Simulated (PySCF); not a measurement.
# C6H13GaO: the cost of one run

Programs: PySCF 2.14.0, with routines of our own; each step states its level. All values are computed. Atoms count from 0.

### 1 The starting structure

21 atoms, charge 0, multiplicity 1; geometry from: GFN2-xTB.

### 2 Magnetic properties: GIAO B3LYP/pcSseg-1

The job: settings as JSON, then the geometry in Å.

```
{"job": {"kind": "mag", "xc": "B3LYP", "basis": "pcSseg-1", "isotopologues": 2}, "charge": 0, "multiplicity": 1}
Ga     3.099957    -0.398507    -0.518620
O      1.606968     0.500614     0.604528
C      0.581413     1.180533    -0.144047
C     -0.472964     0.180962     0.334253
C     -1.811018     0.629700     0.932857
C     -2.558202    -0.261960    -0.072561
C     -1.214084    -0.708532    -0.671126
C      0.649046    -0.396080     1.198463
H      2.202777    -1.244690    -1.474329
H      3.805456    -1.156838     0.629133
H      3.729021     0.883620    -1.110085
H      0.453703     2.204976     0.220088
H      0.791425     1.181918    -1.218246
H     -2.005096     1.695201     0.828247
H     -1.944012     0.347895     1.975444
H     -3.197483     0.282441    -0.762605
H     -3.133911    -1.062963     0.383847
H     -0.995205    -1.769220    -0.564458
H     -1.058912    -0.421466    -1.709257
H      0.904296    -1.445410     1.020239
H      0.557907    -0.205253     2.272465
```

With the program's defaults for keys left out, this is: GIAO B3LYP/pcSseg-1 magnetisability, rotational g tensor and spin-rotation constants, non-relativistic, gas phase.

Command:

```bash
OMP_NUM_THREADS=1 python excited_run.py task.json out
```

One launch serves the whole session: the jobs run in the order shown.

**Question.** How long does this first job take on 1 thread of AMD EPYC 9R45, shared host, and how much memory does it need?

About 40 s, with a peak of 1.1 GiB.
